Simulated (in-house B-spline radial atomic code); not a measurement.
**As²⁷⁺: highest level by several methods**

Aim: see how far minus the highest orbital energy of As²⁷⁺ stands from its tabulated ionisation energy, method by method.

Program: in-house B-spline radial atomic code version 1. Level of theory: scalar-relativistic (X2C), several functionals, spin-polarised; spherical all-electron atom at the radial basis limit. These are calculated values, not measurements, unless marked.

### Step 1. The system

| Property | Result |
| --- | --- |
| element | arsenic (Z = 33) |
| charge | +27 |
| electrons | 6 |
| configuration | [He] 2s2 2p2 |
| nucleus | Fermi, rms radius 4.097 fm |

Outer shells as boxes (Hund's rule):

[He] 2s2 2p2
```
[He] core
2s [↑↓]
2p [↑ ][↑ ][  ]
```

Where spins are not typed, each open shell is filled with up spins first.

### Step 2. AM05

Settings, as recorded:

```ini
Z = 33
electrons = 6.0
configuration = [He] 2s2 2p2
hamiltonian = x2c
method = am05
spin_polarised = True
nucleus = fermi
rms_radius = 4.0968
mass_number = 75
atomic_mass = 74.921594562
speed_of_light = 137.035999084
```

### Step 3. LDA (VWN5)

The settings differ from step 2 so:

```diff
@@ -4,3 +4,3 @@
 hamiltonian = x2c
-method = am05
+method = lda,vwn
 spin_polarised = True
```

### Step 4. M06-L

The settings differ from step 3 so:

```diff
@@ -4,3 +4,3 @@
 hamiltonian = x2c
-method = lda,vwn
+method = m06l
 spin_polarised = True
```

### Step 5. Hartree-Fock

The settings differ from step 4 so:

```diff
@@ -4,3 +4,3 @@
 hamiltonian = x2c
-method = m06l
+method = hf
 spin_polarised = True
```

Q: The tabulated ionisation energy is 2938 ± 3 eV (semi-empirical; NIST Atomic Spectra Database). What does each method give, and which comes nearest?

The runs gave:

| method | rung | total energy (hartree) | −ε highest (eV) | −ε less tabulated (eV) |
| --- | --- | --- | --- | --- |
| LDA (VWN5) | LDA | -1547.2040 | 2858.87 (2p up) | -79.13 |
| AM05 | GGA | -1547.7911 | 2858.63 (2p up) | -79.37 |
| M06-L | meta-GGA | -1550.3096 | 2866.05 (2p up) | -71.95 |
| Hartree-Fock | Hartree-Fock | -1550.2543 | 2928.86 (2p up) | -9.14 |

**Reading.** The tabulated ionisation energy is 2938 ± 3 eV (semi-empirical; NIST Atomic Spectra Database). Hartree-Fock comes nearest (-9.14 eV) and AM05 is farthest (-79.37 eV, 2.7 %). Mean absolute error by rung (exchange-only levels left out): LDA 79.13 eV, GGA 79.37 eV, meta-GGA 71.95 eV, Hartree-Fock 9.14 eV. Relativistic terms that these runs lack can be as large as the gaps between close methods, so the nearest may be so by luck. Spin-orbit coupling is left out. Open shells are averaged (over orientations, and over spins where the run is restricted), while tables refer to the lowest levels.

Members of this set that are not shown: 3 used exact exchange with fractional occupations of an open shell, which is unsound here.
